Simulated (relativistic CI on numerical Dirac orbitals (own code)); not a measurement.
# Cr: the cost of one run

Program: relativistic CI on numerical Dirac orbitals (own code) version 3. Level of theory: charge-transfer multiplet model of a cubic metal-ligand cluster with up to 3 ligand holes, Slater and spin-orbit integrals from Dirac-Coulomb-Breit ions, Slater integrals scaled by 0.8. These are calculated values, not measurements, unless marked.

## Step 1: The atom as given

| Property | Result |
| --- | --- |
| ion | Cr⁺ (Cr II) |
| nuclear charge | 24 |
| electrons | 23 |
| d electrons | 5 |
| ligand holes at most | 3 |
| parameters | in eV; Veg, Vt2g hoppings, tenDq and tenDqL metal and ligand splittings (negative tenDq: tetrahedral), red the scaling of hopping with a core hole |
| temperature | 300 K |
| widths | Lorentz 1.4 eV, Gauss 0.8 eV |

## Step 2: Veg = 2.15 eV

Settings, as recorded:

```ini
cluster ion=Cr1+ d5 ligand_holes=3 slater_scale=0.8
Delta=8.8 Udd=6.5 Upd=8.2 tenDq=0.9 tenDqL=1.2 Veg=2.15 Vt2g=-0.99 red=1
spectrum xps 3s T=300 lorentz=1.4 gauss=0.8
```

The run is started by

```bash
$ python run_levels.py task.json out
```

task.json lists these runs, among others, and the program works through them in turn.

What time and memory should one allow on 1 thread of Neoverse-V1, shared host?

About 6.4 s, with a peak of 0.22 GiB.
